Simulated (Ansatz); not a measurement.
# Ru3Se: the cost of one run

Method: DFT PBE, scalar-relativistic, plane waves, PAW, in Ansatz 0.2.0.

1 further run of the same task is left out (it didn't finish).

## 1. Starting point

Symmetry: Pm-3m, No. 221, cubic system. Conventional cell: a = 3.991 Å, b = 3.991 Å, c = 3.991 Å, α = 90.00°, β = 90.00°, γ = 90.00°. Ru (site symmetry 4/mmm) is surrounded by 8 Ru at 2.82 Å and 4 Se at 2.82 Å. Around Se (site symmetry m-3m) lie 12 Ru at 2.82 Å.

As a file:

```xyz
4
Lattice="3.9907 0.0000 0.0000 0.0000 3.9907 0.0000 0.0000 0.0000 3.9907" Properties=species:S:1:pos:R:3 pbc="T T T"
Ru    0.0000    1.9953    1.9953
Ru    1.9953    0.0000    1.9953
Ru    1.9953    1.9953    0.0000
Se    0.0000    0.0000    0.0000
```

(A quick probe on a coarse mesh, which set the mesh and smearing, is not shown.)

## 3. Rough relaxation on the coarse mesh

Input file input.yaml:

```yaml
crystal:
  lattice:
    - [3.9906975211, 0.0, 0.0]
    - [0.0, 3.9906975211, 0.0]
    - [0.0, 0.0, 3.9906975211]
  atoms:
    - { symbol: Ru, position: [0.0, 0.5, 0.5] }
    - { symbol: Ru, position: [0.5, 0.0, 0.5] }
    - { symbol: Ru, position: [0.5, 0.5, 0.0] }
    - { symbol: Se, position: [0.0, 0.0, 0.0] }
basis:
  ecutwfc: 420
kpoints:
  mp_grid: { grid: [4, 4, 4] }
hamiltonian:
  xc: pbe
scf:
  occupations: { method: gaussian, width: 0.1 }
  lower_state_search: "off"
output:
  forces: true
  stress: true
  eigenvalues: true
relax:
  adjacent_minimum: "off"
  f_tol: 0.04
  max_steps: 70
  cell: { stress_tol: 0.4 }
```

The run is started by

```bash
$ ansatz run input.yaml --threads 1 --pin off --max-ram 2560MiB --backend cpu --events-out ev --progress --plain --runs-dir out
```

What time and memory should one allow on 1 thread of Intel Xeon 6975P-C (Granite Rapids), shared host?

About 4.8 s, with a peak of 0.39 GiB.
